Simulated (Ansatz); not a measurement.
**ClGaH₄O₂Si: one species, many methods**

One table from this session's results is given with a row withheld; the runs are named, their logs left out.

Method: functionals in def2-TZVPP, the program's frozen cores in correlated methods; program: Ansatz 0.2.0, Gaussian basis.

Levels to be run: PBE-D4, r2SCAN-D4, PBE0-D4, B3LYP-D4, ωB97X-V, ωB97M-V, B2PLYP; CCSD(T)/def2-TZVPP; MP2/def2-QZVPP; extrapolation to the limit.

## The relaxed structure

The geometry comes from an earlier relaxation with PBE0-D4 in a triple-zeta def2 set; it is a stationary point, not always the lowest conformer.

SMILES `[OH][Ga]([Cl])[O][SiH3]`, 9 atoms, charge 0, spin multiplicity 1.

Atoms are counted from 1 here; the program's logs count them from 0.

Bond lengths: O1–Ga2 1.764 Å, O1–H6 0.961 Å, Ga2–Cl3 2.114 Å, Ga2–O4 1.765 Å, O4–Si5 1.640 Å, Si5–H7 1.488 Å, Si5–H8 1.488 Å, Si5–H9 1.484 Å. Angles: Ga2–O1–H6 112.5°, O1–Ga2–Cl3 119.9°, O1–Ga2–O4 119.6°, Cl3–Ga2–O4 120.5°, Ga2–O4–Si5 137.4°, O4–Si5–H7 111.0°, O4–Si5–H8 110.7°, O4–Si5–H9 107.9°, H7–Si5–H8 108.6°, H7–Si5–H9 109.3°, H8–Si5–H9 109.3°.

The first run:

Contents of in.yaml:

```yaml
crystal:
  periodic: [false, false, false]
  atoms:
    - {symbol: O, position_ang: [2.744882, 0.652454, 0.921448]}
    - {symbol: Ga, position_ang: [1.091532, 0.884095, 0.351627]}
    - {symbol: Cl, position_ang: [0.346369, 2.838790, 0.044162]}
    - {symbol: O, position_ang: [0.071976, -0.522768, 0.043211]}
    - {symbol: Si, position_ang: [-1.455019, -0.817007, -0.476722]}
    - {symbol: H, position_ang: [2.971562, -0.275886, 1.023218]}
    - {symbol: H, position_ang: [-2.445036, -0.022696, 0.299374]}
    - {symbol: H, position_ang: [-1.595050, -0.473522, -1.917270]}
    - {symbol: H, position_ang: [-1.731216, -2.263460, -0.289048]}
basis:
  gaussian: {orbitals: def2-TZVPP}
hamiltonian: {xc: pbe, dispersion: d4}
output: {forces: true, orbitals: {seedname: orbitals}}
```

Launch:

```
$ ansatz run in.yaml --threads 2 --pin off --events-out ev --progress --plain --max-ram 32768MiB --backend cpu
```

Steps of the session up to this table: PBE-D4 (GGA); r2SCAN-D4 (meta-GGA); PBE0-D4 (hybrid); B3LYP-D4 (hybrid); ωB97X-V (range-separated); ωB97M-V (range-separated); B2PLYP (double hybrid); CCSD(T) in def2-TZVPP; MP2 in def2-QZVPP.

One of the session's tables, all rows but one given; the rest of the session is left out.

It belongs to the step «Atomisation energies». 

```
            method  atomisation energy (eV)
            PBE-D4                   31.168
         r2SCAN-D4                   31.270
           PBE0-D4                   30.625
          B3LYP-D4                   30.746
           ωB97X-V                   31.348
           ωB97M-V                   31.135
            B2PLYP                   30.738
     HF/def2-TZVPP                   22.395
    MP2/def2-TZVPP                   31.481
   CCSD/def2-TZVPP                   30.100
CCSD(T)/def2-TZVPP                   30.608
           MP2/CBS                        ?
       CCSD(T)/CBS                   31.439
```

Q: Estimate the row for MP2/CBS from the others.

**Answer.** atomisation energy (eV): 32.312. In the column «atomisation energy (eV)» it is the highest.
